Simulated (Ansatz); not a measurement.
# SiO2: the cost of one run

Program: Ansatz 0.2.0. Level of theory: DFT LDA, scalar-relativistic, plane waves, PAW. These are calculated values, not measurements.

### 1 The structure to begin with

It takes space group Ia-3 (No. 206, cubic). The conventional cell has a = 8.386 Å, b = 8.386 Å, c = 8.386 Å, α = 90.00°, β = 90.00°, γ = 90.00°. Around Si (site symmetry 3) lie 4 O at 1.59 to 1.62 Å. O (site symmetry 2) is surrounded by 2 Si at 1.62 Å. O (site symmetry -3) has 2 Si at 1.59 Å as nearest neighbours.

Structure file:

```cif
data_structure
_symmetry_space_group_name_H-M 'Ia-3'
_symmetry_Int_Tables_number 206
_cell_length_a 8.3864
_cell_length_b 8.3864
_cell_length_c 8.3864
_cell_angle_alpha 90.000
_cell_angle_beta 90.000
_cell_angle_gamma 90.000
_cell_volume 589.82
loop_
_atom_site_label
_atom_site_type_symbol
_atom_site_symmetry_multiplicity
_atom_site_Wyckoff_symbol
_atom_site_fract_x
_atom_site_fract_y
_atom_site_fract_z
_atom_site_occupancy
Si1 Si 16 c 0.14067 0.64067 0.85933 1
O1 O 24 d 0.50000 0.25000 0.43312 1
O2 O 8 b 0.75000 0.25000 0.25000 1
```

It goes back to an entry of the Materials Project, which need not be the stable form.

It is the result of an earlier relaxation at this level (volume 12.29 Å³/atom; gap on the mesh: 5.81 eV).

### 2 The cell as listed, for comparison

Input file input.yaml:

```yaml
crystal:
  lattice:
    - [-4.2235302601, 4.2235302601, 4.2235302601]
    - [4.2235302601, -4.2235302601, 4.2235302601]
    - [4.2235302601, 4.2235302601, -4.2235302601]
  atoms:
    - { symbol: Si, position: [0.5, 0.0, 0.78249537] }
    - { symbol: Si, position: [0.28249537, 0.28249537, 0.28249537] }
    - { symbol: Si, position: [0.5, 0.0, 0.21750463] }
    - { symbol: Si, position: [0.71750463, 0.71750463, 0.71750463] }
    - { symbol: Si, position: [0.78249537, 0.5, 0.0] }
    - { symbol: Si, position: [0.0, 0.21750463, 0.5] }
    - { symbol: Si, position: [0.21750463, 0.5, 0.0] }
    - { symbol: Si, position: [0.0, 0.78249537, 0.5] }
    - { symbol: O, position: [0.68022506, 0.93022506, 0.75] }
    - { symbol: O, position: [0.75, 0.68022506, 0.93022506] }
    - { symbol: O, position: [0.81977494, 0.56977494, 0.25] }
    - { symbol: O, position: [0.75, 0.18022506, 0.43022506] }
    - { symbol: O, position: [0.06977494, 0.25, 0.31977494] }
    - { symbol: O, position: [0.5, 0.0, 0.0] }
    - { symbol: O, position: [0.25, 0.81977494, 0.56977494] }
    - { symbol: O, position: [0.43022506, 0.75, 0.18022506] }
    - { symbol: O, position: [0.31977494, 0.06977494, 0.25] }
    - { symbol: O, position: [0.18022506, 0.43022506, 0.75] }
    - { symbol: O, position: [0.93022506, 0.75, 0.68022506] }
    - { symbol: O, position: [0.5, 0.5, 0.5] }
    - { symbol: O, position: [0.25, 0.31977494, 0.06977494] }
    - { symbol: O, position: [0.0, 0.5, 0.0] }
    - { symbol: O, position: [0.0, 0.0, 0.5] }
    - { symbol: O, position: [0.56977494, 0.25, 0.81977494] }
basis:
  ecutwfc: 420
kpoints:
  mp_grid: { grid: [4, 4, 4] }
hamiltonian:
  xc: lda
scf:
  occupations: { method: gaussian, width: 0.02 }
output:
  forces: true
  stress: true
  eigenvalues: true
  populations: true
```

On the command line:

```bash
> ansatz run input.yaml --threads 4 --pin off --max-ram 10240MiB --backend cpu --events-out ev --progress --plain --runs-dir out
```

**Question.** How long does this run take on 4 threads of Intel Xeon at 2.50GHz (Skylake/Cascade Lake), shared host, and how much memory does it need?

About 11 s, with a peak of 0.94 GiB.
